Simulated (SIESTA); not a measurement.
The system is InSe2.

```
CELL_PARAMETERS angstrom
3.89489 0.00000 0.00000
0.00000 3.89489 0.00000
0.00000 0.00000 9.62623
ATOMIC_POSITIONS crystal
In 0.50000 0.00000 0.29353
In 0.00000 0.50000 0.70647
Se 0.50000 0.50000 0.00000
Se 0.00000 0.00000 0.00000
Se 0.50000 0.00000 0.63379
Se 0.00000 0.50000 0.36621
```

The cell comes from a database or a generator and needn't be the stable form of this composition.

```yaml
Program: SIESTA 5.4.2
Task: single point
Functional: PBEsol
Potentials_or_basis: PseudoDojo 0.4 standard (PBEsol files)
Basis: DZP (energy shift 0.003 Ry; two zetas on semicore shells)
Grid_cutoff: 500 Ry
Energy_shift: 0.003 Ry
k_mesh: 7 × 7 × 3
Occupations: fermi-dirac, width 0.05 eV
Spin: no spin polarisation
```

On this cell: pressure -1.8 GPa; largest force 0.037 eV/Å; band gap on the k mesh none (metal or under the smearing width).

The same run follows on a disturbed copy (atoms moved at random, drawn with an rms of 0.05 Å):

```
In Se
1.0
     3.89489    0.00000    0.00000
     0.00000    3.89489    0.00000
     0.00000    0.00000    9.62623
In Se
2 4
Cartesian
  1.9191 0.0390 2.8120
  -0.0233 1.9721 6.7870
  1.9164 1.9670 -0.0160
  0.0210 -0.0222 -0.0058
  1.9496 0.0423 6.1210
  0.0019 1.9457 3.5351
```

Q: What does the disturbed cell give?

A: The energy (extrapolated to zero smearing) moves by +3.0 meV/atom; pressure -1.7 GPa; largest force 0.357 eV/Å; band gap on the k mesh none (metal or under the smearing width).

Forces on the atoms (eV/Å):
```
In   0.075 -0.087 -0.033
In   0.054  0.050  0.052
Se   0.276 -0.225  0.023
Se  -0.268  0.211  0.044
Se  -0.069 -0.082 -0.065
Se  -0.073  0.132 -0.023
```

Stress tensor (GPa, compression positive):
```
-1.13 -0.08  0.05
-0.08 -1.06  0.12
 0.05  0.12 -2.83
```

Caveats: the basis of atomic orbitals isn't converged, which shifts pressures, moduli and gaps.
